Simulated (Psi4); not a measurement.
# AlHBr (SMILES [AlH][Br]): UBHLYP/cc-pVTZ

What is the vertical doublet–quartet gap of AlHBr at UBHLYP/cc-pVTZ? 

Program for the calculation: Psi4 1.11.

1 further run of the same task is left out (set aside as unsound or not needed).

## Step 1: The system as given

The species is AlHBr (3 atoms), meant as a doublet with charge 0. As SMILES, `[AlH][Br]`. The coordinates come from a PBE0-D4/def2-TZVP relaxation.

Bond lengths: Al1–Br2 2.275 Å, Al1–H3 1.602 Å. Angles: Br2–Al1–H3 115.7°.

## Step 2: A single-point energy at UBHLYP/cc-pVTZ

Input file input.inp:

```
memory 1600 mb

molecule {
  0 2
  Al    -0.296700    -0.628000    -0.239100
  Br     1.584500     0.008600     0.871100
  H     -1.298900     0.554600    -0.645300
  units angstrom
  symmetry c1
}

set {
  basis cc-pVTZ
  reference uks
  puream true
  e_convergence 1e-09
  d_convergence 1e-08
  scf_type pk
  dft_radial_points 99
  dft_spherical_points 590
  maxiter 200
}

energy_value, wavefunction = energy('bhhlyp', return_wfn=True)
oeprop(wavefunction, 'MULLIKEN_CHARGES', 'WIBERG_LOWDIN_INDICES', 'DIPOLE')
```

Command:

```
psi4 -i input.inp -o input.out -n 1
```

input.out:

```text
[...]
  Running in c1 symmetry.
[...]
  Nuclear repulsion =  115.724118745442127
[...]
  Multiplicity = 2
[...]
  Nalpha       = 25
  Nbeta        = 24
[...]
    Number of basis functions: 91
[...]
   @UKS iter   1: -2816.99174142827314   -1.63672e+00   1.22854e-02 ADIIS/DIIS
[...]
   @UKS iter  13: -2817.25104199103407   -3.63798e-12   2.42490e-09 DIIS
[...]
   @S^2 Observed:                7.548178126E-01
[...]
    Orbital Energies [Eh]
    ---------------------
    Alpha Occupied:
       1A   -485.588294     2A    -63.507129     3A    -57.146852
       4A    -57.145832     5A    -57.145645     6A    -57.033998
       7A     -9.123731     8A     -6.866760     9A     -6.863173
      10A     -6.862487    11A     -4.473749    12A     -2.937075
      13A     -2.936835    14A     -2.932871    15A     -2.841567
      16A     -2.840549    17A     -2.839834    18A     -2.836925
      19A     -2.836887    20A     -0.863574    21A     -0.485938
      22A     -0.400198    23A     -0.360903    24A     -0.359579
      25A     -0.254945
    Alpha Virtual:
[...]
  @UKS Final Energy: -2817.25104199103407
   => Energetics <=
    Nuclear Repulsion Energy =            115.7241187454421265
    One-Electron Energy =               -4151.4917390610698931
    Two-Electron Energy =                1274.8352578874291794
    DFT Exchange-Correlation Energy =     -56.3186795628349373
    Empirical Dispersion Energy =           0.0000000000000000
    VV10 Nonlocal Energy =                  0.0000000000000000
    Total Energy =                      -2817.2510419910336168
[...]
 Multipole Moments:
 ------------------------------------------------------------------------------------
     Multipole            Electronic (a.u.)      Nuclear  (a.u.)        Total (a.u.)
 ------------------------------------------------------------------------------------
 L = 1.  Multiply by 2.5417464519 to convert [e a0] to [Debye]
 Dipole X            :          5.3455895           -5.9249837           -0.5793942
 Dipole Y            :         -0.1283644           -0.2078543           -0.3362187
 Dipole Z            :          0.0000000           -0.0000000            0.0000000
 Magnitude           :                                                    0.6698810
[...]
  Mulliken Charges: (a.u.)
   Center  Symbol    Alpha    Beta     Spin     Total
       1    AL     6.71617  5.95487  0.76130  0.32896
       2    BR    17.65038 17.57991  0.07047 -0.23029
       3     H     0.63345  0.46522  0.16823 -0.09867
   Total alpha = 25.00000, Total beta = 24.00000, Total charge =  0.00000
  Wiberg Bond Indices using Orthogonal Lowdin Orbitals:
  Total Bond Index:
  Irrep: 1 Size: 3 x 3
[...]
```

Wall time 29 s (1 thread of Intel Xeon 6975P-C (Granite Rapids), shared host); peak memory 1.5 GiB.

## Step 3: The quartet, same level

Input file job.dat:

```
memory 1600 MB

molecule m {
  0 4
  Al    -0.56068174    -1.18674801    -0.45183352
  Br     2.99427104     0.01625164     1.64614043
  H     -2.45456526     1.04804211    -1.21944027
  units au
  symmetry c1
}

set reference uks
set puream true
set e_convergence 1e-09
set d_convergence 1e-08
set scf_type pk
set dft_radial_points 99
set dft_spherical_points 590
set maxiter 200

energy_value, wavefunction = energy("bhhlyp/cc-pVTZ", return_wfn=True)
oeprop(wavefunction, "DIPOLE", "QUADRUPOLE", "MAYER_INDICES", title="BHHLYP")
```

Command:

```
psi4 job.dat job.out -n 1
```

job.out:

```text
[...]
  Running in c1 symmetry.
[...]
  Nuclear repulsion =  115.724118840948506
[...]
  Multiplicity = 4
[...]
  Nalpha       = 26
  Nbeta        = 23
[...]
    Number of basis functions: 91
[...]
   @UKS iter   1: -2816.85864219480618   -1.50363e+00   1.14436e-02 DIIS/ADIIS
[...]
   @UKS iter  16: -2817.05508918482656   -2.72848e-12   5.60355e-09 DIIS
[...]
   @S^2 Observed:                3.767900596E+00
[...]
    Orbital Energies [Eh]
    ---------------------
    Alpha Occupied:
       1A   -485.668444     2A    -63.585946     3A    -57.228736
       4A    -57.224233     5A    -57.223522     6A    -57.003259
       7A     -9.203453     8A     -6.953698     9A     -6.940659
      10A     -6.937945    11A     -4.447207    12A     -2.925451
      13A     -2.923207    14A     -2.920656    15A     -2.911391
      16A     -2.911261    17A     -2.910473    18A     -2.909796
      19A     -2.909521    20A     -0.943162    21A     -0.538451
      22A     -0.462526    23A     -0.443611    24A     -0.421953
      25A     -0.259299    26A     -0.164756
    Alpha Virtual:
[...]
  @UKS Final Energy: -2817.05508918482656
   => Energetics <=
    Nuclear Repulsion Energy =            115.7241188409485062
    One-Electron Energy =               -4149.0020125066403125
    Two-Electron Energy =                1272.5042700865269580
    DFT Exchange-Correlation Energy =     -56.2814656056616514
    Empirical Dispersion Energy =           0.0000000000000000
    VV10 Nonlocal Energy =                  0.0000000000000000
    Total Energy =                      -2817.0550891848265564
[...]
 Multipole Moments:
 ------------------------------------------------------------------------------------
     Multipole            Electronic (a.u.)      Nuclear  (a.u.)        Total (a.u.)
 ------------------------------------------------------------------------------------
 L = 1.  Multiply by 2.5417464519 to convert [e a0] to [Debye]
 Dipole X            :          6.4301030           -5.9249837            0.5051193
 Dipole Y            :          0.4890652           -0.2078543            0.2812110
 Dipole Z            :         -0.0000000           -0.0000000           -0.0000000
 Magnitude           :                                                    0.5781221
 L = 2.  Multiply by 1.3450342976 to convert [e a0^2] to [Debye ang]
 Quadrupole XX       :       -210.4084531          186.9409734          -23.4674797
 Quadrupole XY       :        -42.1289769           40.6031557           -1.5258212
[...]
```

Wall time 33 s (1 thread of Intel Xeon 6975P-C (Granite Rapids), shared host); peak memory 1.5 GiB.

## Step 4: Summary of results

At UBHLYP/cc-pVTZ:

```
                                        quantity           value
                           doublet: total energy  -2817.25104 Eh
                          doublet: dipole moment          1.70 D
     doublet: HOMO energy (highest over α and β)        -6.94 eV
      doublet: LUMO energy (lowest over α and β)        -2.11 eV
                                   doublet: ⟨S²⟩           0.755
                           quartet: total energy  -2817.05509 Eh
                          quartet: dipole moment          1.47 D
     quartet: HOMO energy (highest over α and β)        -4.48 eV
                                   quartet: ⟨S²⟩           3.768
vertical energy of the quartet above the doublet        5.332 eV
```

What this shows: At this shape the quartet lies 5.33 eV (514 kJ/mol) above the doublet. Mulliken charges (doublet) run from -0.23 on Br2 to +0.33 on Al1; they depend strongly on the basis.
